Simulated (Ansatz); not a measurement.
# BaB2Ir2 (I4/mmm): charge-density difference against the sublattices, by script

Wanted for BaB2Ir2 (I4/mmm): a charge-density difference against the sublattices.

The COD entry's cell or inner coordinates are ideal or old and differ from later refinements, so a difference from it is no clean test against experiment.

All numbers are computed with the Python package of Ansatz 0.2.0. Level of theory: DFT LDA, plane waves, PAW.

## 1. The structure

Symmetry: I4/mmm, No. 139, tetragonal system. Conventional cell: a = 3.935 Å, b = 3.935 Å, c = 11.407 Å, α = 90.00°, β = 90.00°, γ = 90.00°. Around Ba (site symmetry 4/mmm) lie 8 B at 3.13 Å and 8 Ir at 3.46 Å. Around B (site symmetry 4mm) lie 4 Ir at 2.43 Å and 4 Ba at 3.13 Å. Ir (site symmetry -4m2) has 4 B at 2.43 Å and 4 Ir at 2.78 Å in its first shell of neighbours.

No structure file is read: the coordinates are typed or built in the script.

## 2. Script

Input file drho_bab2ir2.py:

```python
import ansatz as az
import numpy as np

vectors0 = np.array([
    [-1.9675, 1.9675, 5.7035],
    [1.9675, -1.9675, 5.7035],
    [1.9675, 1.9675, -5.7035],
])
sites = [
    ("Ba", [0.0, 0.0, 0.0]),
    ("B", [0.375, 0.375, 0.0]),
    ("B", [0.625, 0.625, 0.0]),
    ("Ir", [0.75, 0.25, 0.5]),
    ("Ir", [0.25, 0.75, 0.5]),
]


def crystal_on(cell):
    crystal = az.Crystal(lattice=az.Lattice.of(cell))
    for symbol, position in sites:
        crystal = crystal.atom(symbol, position)
    return crystal


def main() -> None:
    def solve(crystal):
        return (
            crystal.calculation()
            .functional("lda")
            .occupations(az.OccupationsMethod.GAUSSIAN, width=0.1)
            .basis(460, grid_basis="typed")
            .kpoints(8, 8, 8)
            .density()
            .run(threads=1)
        )


    whole = solve(crystal_on(vectors0))
    difference = whole.density().channels[0].density_e_per_ang3.copy()
    binding = whole.report["free_energy_ev"]
    for element in ["Ba", "B", "Ir"]:
        part = az.Crystal(lattice=az.Lattice.of(vectors0))
        for symbol, position in sites:
            if symbol == element:
                part = part.atom(symbol, position)
        alone = solve(part)
        difference -= alone.density().channels[0].density_e_per_ang3
        binding -= alone.report["free_energy_ev"]
        print(f"{element} sublattice: {alone.report['n_electrons']:g} electrons, {alone.report['n_iterations']} iterations")

    voxel = abs(np.linalg.det(vectors0)) / difference.size
    print(f"energy of the crystal less its unpolarised sublattices: {binding / len(sites):.4f} eV/atom")
    print(f"net charge of the difference {difference.sum() * voxel:.5f} e, charge rearranged {0.5 * np.abs(difference).sum() * voxel:.3f} e")
    print(f"extremes {difference.min():.4f} and {difference.max():.4f} e/A^3")
    for (symbol, position) in sites:
        index = tuple(int(round(p * n)) % n for p, n in zip(position, difference.shape))
        print(f"  change of the pseudo-density at the grid point nearest {symbol}: {difference[index]:+.4f} e/A^3")


if __name__ == "__main__":
    main()
```

## 3. Running it

On the command line:

```
python drho_bab2ir2.py
```

The program printed:

```text
Ba sublattice: 10 electrons, 7 iterations
B sublattice: 6 electrons, 7 iterations
Ir sublattice: 34 electrons, 7 iterations
energy of the crystal less its unpolarised sublattices: -3.8553 eV/atom
net charge of the difference 0.00000 e, charge rearranged 0.808 e
extremes -0.2188 and 0.0852 e/A^3
  change of the pseudo-density at the grid point nearest Ba: -0.0074 e/A^3
  change of the pseudo-density at the grid point nearest B: -0.0963 e/A^3
  change of the pseudo-density at the grid point nearest B: -0.0963 e/A^3
  change of the pseudo-density at the grid point nearest Ir: -0.0588 e/A^3
  change of the pseudo-density at the grid point nearest Ir: -0.0588 e/A^3
```

Run time: 15 s. Hardware: 1 thread of Arm Neoverse V2, shared host; peak memory 0.5 GiB.

## 4. What the script built

Run 4 starts from these 2 atoms:

```xyz
2
Lattice="-1.968 1.968 5.704 1.968 -1.968 5.704 1.968 1.968 -5.704" Properties=species:S:1:pos:R:3 pbc="T T T"
Ir    0.000    1.967    2.852
Ir    1.968    0.000    2.852
```

## 5. Run by run

One row for each of the 4 runs:

```tsv
run	system	space group	energy (eV/atom)	volume (Å³/atom)	SCF cycles	CPU time (s)
1	BaB2Ir2 (5 atoms)	I4/mmm	-5880.9620	17.66	7	6.5
2	Ba (1 atom)	I4/mmm	-5778.8094	88.31	7	2.3
3	B (2 atoms)	I4/mmm	-143.8579	44.16	7	1.6
4	Ir (2 atoms)	P4/mmm	-11659.5043	44.16	7	3.8
```

Energies are free energies F = E - TS of the smeared occupations. Totals carry meaning only in balanced differences at one level of theory.

## 6. Summary of results

| quantity | value |
| --- | --- |
| crystal less its sublattices | -3.8553 eV/atom |
| runs compared | 4 |

**Reading.** All 4 runs converged. What to keep in mind:
- No spin polarisation was allowed.
- The mesh is modest for a metal, so energies can be off by several to tens of meV an atom and pressures by half a GPa or more; differences at equal mesh fare better.
- Of the deposited cell: the entry's cell lengths or inner coordinates differ somewhat from later room-temperature determinations.
- Spin-orbit coupling, which matters for elements this heavy, is left out.
- The fields are valence quantities on the plane-wave grid; their values near the nuclei depend on the potentials.
- Charge moved counts every rearrangement, bonding and polarisation too, and is no transfer between atoms; the bare sublattices are artificial references.
